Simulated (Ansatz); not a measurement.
# CoO: properties at the relaxed cell

The task here is to estimate one member of a computed series from the others.

Method: DFT PBE+U, scalar-relativistic, plane waves, PAW, in Ansatz 0.2.0.

2 further runs of the same task are left out: 2 set aside as unsound or not needed.

**The structure to begin with**

The structure is trigonal, space group R-3m (No. 166). The conventional cell has a = 3.073 Å, b = 3.073 Å, c = 7.421 Å, α = 90.00°, β = 90.00°, γ = 120.00°. Co (site symmetry -3m) is surrounded by 6 O at 2.16 Å. O (site symmetry -3m) has 6 Co at 2.16 Å as nearest neighbours.

As a file:

```cif
data_structure
_symmetry_space_group_name_H-M 'P 1'
_symmetry_Int_Tables_number 1
_cell_length_a 3.0442
_cell_length_b 3.0442
_cell_length_c 3.0442
_cell_angle_alpha 60.638
_cell_angle_beta 60.638
_cell_angle_gamma 60.638
_cell_volume 20.24
loop_
_atom_site_label
_atom_site_type_symbol
_atom_site_fract_x
_atom_site_fract_y
_atom_site_fract_z
_atom_site_occupancy
Co1 Co 0.00000 0.00000 0.00000 1
O1 O 0.50000 0.50000 0.50000 1
```

It goes back to an entry of the Materials Project, which need not be the stable form.

This cell was relaxed beforehand with the same method: volume 10.12 Å³/atom, gap on the mesh 1.17 eV, site moments up to 2.6 μB.

Set-up of the first run:

The input, input.yaml:

```yaml
crystal:
  lattice:
    - [1.5212240641, 0.8782791229, 2.4485183736]
    - [-1.5212240641, 0.8782791229, 2.4485183736]
    - [0.0, -1.7565582458, 2.4485183736]
  atoms:
    - { symbol: Co, position: [0.0, 0.0, 0.0], spin: 2.88 }
    - { symbol: O, position: [0.5, 0.5, 0.5], spin: 0.24 }
basis:
  ecutwfc: 420
kpoints:
  mp_grid: { grid: [12, 12, 12] }
hamiltonian:
  xc: pbe
  hubbard: { sites: [{ species: Co, l: d, u_eff: 3.32 }] }
scf:
  occupations: { method: gaussian, width: 0.02 }
output:
  forces: true
  stress: true
  eigenvalues: true
  populations: true
magnetization:
  spin_polarized: true
relax:
  adjacent_minimum: "off"
  f_tol: 0.01
  max_steps: 30
  cell: { stress_tol: 0.1, fix: [volume] }
```

Run with:

```
ansatz run input.yaml --threads 1 --pin off --max-ram 2560MiB --backend cpu --events-out ev --progress --plain --runs-dir out
```

Steps of the session up to this table: Point at V/V0 = 0.97; Volume × 1.03; Point at V/V0 = 0.94; Volume × 1.06; Volume × 0.91; The cell scaled to 1.10 of its volume; Volume × 0.88.

One of the session's tables, all rows but one given; the rest of the session is left out.

| volume (Å³/atom) | energy above the lowest point (meV/atom) | pressure (GPa) | gap on the mesh (eV) | largest moment (μB) |
| --- | --- | --- | --- | --- |
| 8.904 | 97.3 | 28.79 | 0.94 | 2.57 |
| 9.207 | 51.6 | 19.73 | 1.09 | 2.58 |
| 9.511 | 21.6 | 12.05 | 1.23 | 2.59 |
| 9.814 | 5.2 | 5.55 | 1.28 | 2.61 |
| 10.118 | 0.0 | 0.03 | 1.17 | 2.62 |
| 10.421 | 4.5 | -4.66 | 1.06 | 2.63 |
| 10.725 | ? | ? | ? | ? |
| 11.129 | 44.8 | -13.03 | 0.84 | 2.65 |

**Question.** Estimate the row for volume (Å³/atom) = 10.725.

Worked estimate for «energy above the lowest point (meV/atom)». A straight line through the neighbours (10.421, 4.5) and (11.129, 44.8) gives 4.5 + (44.8 − 4.5) × (10.725 − 10.421) / (11.129 − 10.421) = 21.8; a parabola fitted to 3 rows on both sides gives 16.7.

**Answer.** energy above the lowest point (meV/atom): 17.2; pressure (GPa): -8.64; gap on the mesh (eV): 0.96; largest moment (μB): 2.64. In «energy above the lowest point (meV/atom)» the line misses by +4.6 and the parabola by -0.5.

To keep in mind: The gap on the mesh goes from 0.94 eV at the smallest volume to 0.84 eV at the largest, through a peak of 1.28 eV between. The absorption edge (3.0 eV along x) is to be set beside the least direct gap on the SCF mesh, 2.22 eV; the indirect gap of 1.17 eV gives no absorption without phonons. Other magnetic orders or occupations could lie lower; they were not searched in full. Warnings in the runs' records: stability check not made, optics gap not shown off mesh.
